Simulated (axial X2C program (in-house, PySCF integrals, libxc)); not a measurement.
# SGaS⁺: bond lengths and stretches, held linear

Aim: the two bond lengths and stretching wavenumbers of linear SGaS⁺, with and without spin–orbit coupling, at PBE0, HF, TPSSh, MP2.

The runs use an in-house X2C program for linear molecules on PySCF integrals; all-electron X2C, two-component (2c) or spin-free, S dyall-av3z, Ga dyall-v3z.

All values are calculated.

2 further runs of the same task are left out: 2 set aside as unsound or not needed.

## Step 1: Set-up

task.json reads:

```json
{"zs": [16, 31, 16], "q": 1, "bas": ["dyall-av3z", "dyall-v3z", "dyall-av3z"], "r0": [2.11, 2.11], "symm": 1, "scan": ["PBE0", "HF", "TPSSh"], "levels": ["PBE0", "HF", "r2SCAN"], "nst": 2}
```

Keys: zs atomic numbers; q charge; bas basis sets; r0 starting distance in Å; symm equal bonds; scan levels of the two-bond scan (MP2 follows by itself at each HF point); levels methods; nst determinants followed.

Started as:

```bash
> python solin.py task.json out
```

Masses S 31.972, Ga 68.926, S 31.972 u.

## Step 2: Scan at PBE0, 2c

State: Ω = 3 (beyond evenly filled blocks: 2 × ω = 3/2). Energies above the lowest point, from the job's result record:

| r(S–Ga) (Å) | r(Ga–S) (Å) | E (meV) |
| --- | --- | --- |
| 2.0806 | 2.0806 | 46.34 |
| 2.0806 | 2.1340 | 23.67 |
| 2.0806 | 2.1873 | 47.98 |
| 2.1340 | 2.0806 | 23.67 |
| 2.1340 | 2.1340 | 0.00 |
| 2.1340 | 2.1873 | 23.14 |
| 2.1340 | 2.2407 | 83.13 |
| 2.1873 | 2.0806 | 47.98 |
| 2.1873 | 2.1340 | 23.14 |
| 2.1873 | 2.1873 | 44.99 |
| 2.2407 | 2.1340 | 83.13 |
| 2.2407 | 2.2407 | 160.57 |

A quadratic surface with cubic terms in each bond gives the minimum at 2.132 and 2.132 Å, force constants 2.65, 2.65 and coupling -0.07 mdyn/Å.

## Step 3: Scan at HF, 2c

State: Ω = 3 (beyond evenly filled blocks: 2 × ω = 3/2). Energies above the lowest point, from the job's result record:

| r(S–Ga) (Å) | r(Ga–S) (Å) | E (meV) |
| --- | --- | --- |
| 2.0806 | 2.0806 | 67.71 |
| 2.0806 | 2.1340 | 34.01 |
| 2.0806 | 2.1873 | 52.07 |
| 2.1340 | 2.0806 | 34.01 |
| 2.1340 | 2.1340 | 0.00 |
| 2.1340 | 2.1873 | 17.59 |
| 2.1340 | 2.2407 | 76.11 |
| 2.1873 | 2.0806 | 52.07 |
| 2.1873 | 2.1340 | 17.59 |
| 2.1873 | 2.1873 | 34.57 |
| 2.2407 | 2.1340 | 76.11 |
| 2.2407 | 2.2407 | 149.34 |

A quadratic surface with cubic terms in each bond gives the minimum at 2.141 and 2.141 Å, force constants 2.82, 2.82 and coupling -0.03 mdyn/Å.

## Step 4: Scan at TPSSh, 2c

State: Ω = 3 (beyond evenly filled blocks: 2 × ω = 3/2). Energies above the lowest point, from the job's result record:

| r(S–Ga) (Å) | r(Ga–S) (Å) | E (meV) |
| --- | --- | --- |
| 2.0806 | 2.0806 | 55.12 |
| 2.0806 | 2.1340 | 28.12 |
| 2.0806 | 2.1873 | 47.45 |
| 2.1340 | 2.0806 | 28.12 |
| 2.1340 | 2.1340 | 0.00 |
| 2.1340 | 2.1873 | 18.05 |
| 2.1340 | 2.2407 | 72.35 |
| 2.1873 | 2.0806 | 47.45 |
| 2.1873 | 2.1340 | 18.05 |
| 2.1873 | 2.1873 | 34.69 |
| 2.2407 | 2.1340 | 72.35 |
| 2.2407 | 2.2407 | 138.53 |

A quadratic surface with cubic terms in each bond gives the minimum at 2.138 and 2.138 Å, force constants 2.55, 2.55 and coupling -0.08 mdyn/Å.

## Step 5: The levels side by side

| level | r(S–Ga) (Å) | r(Ga–S) (Å) | lower stretch (cm⁻¹) | upper stretch (cm⁻¹) |
| --- | --- | --- | --- | --- |
| PBE0, 2c | 2.132 | 2.132 | 369.7 | 527.6 |
| HF, 2c | 2.141 | 2.141 | 384.7 | 540.6 |
| TPSSh, 2c | 2.138 | 2.138 | 362.2 | 518.8 |
| MP2, 2c | 2.128 | 2.128 | 380.6 | 540.8 |
| PBE0, spin-free | 2.132 | 2.132 | 369.8 | 527.8 |
| HF, spin-free | 2.141 | 2.141 | 384.9 | 540.9 |
| TPSSh, spin-free | 2.138 | 2.138 | 362.2 | 518.9 |
| MP2, spin-free | 2.128 | 2.128 | 380.7 | 541.0 |

Scans not shown above were run alike.

What this shows: Over the levels the S–Ga bond spans 2.128 to 2.141 Å and the Ga–S bond 2.128 to 2.141 Å. At PBE0 spin–orbit coupling leaves both bonds unchanged to 0.001 Å. Each state is one determinant, the lowest of a limited PBE0 search; the stretches come from a fit to few points and are good to some per cent at best. The stretches are sorted by size, and where the two bonds are alike the symmetric and antisymmetric modes can swap order between levels. MP2 freezes inner shells (threshold -2 hartree). The molecule was held linear; bending was not examined, so a bent shape may lie lower. Open-shell Ω = 0 determinants with evenly filled partner blocks cannot be reached by this program, so the Ω shown need not be the lowest component. Note: functional without a current term on a determinant with orbital currents, of the molecule or an atom. Note: several unpaired electrons, one determinant need not be a pure state.
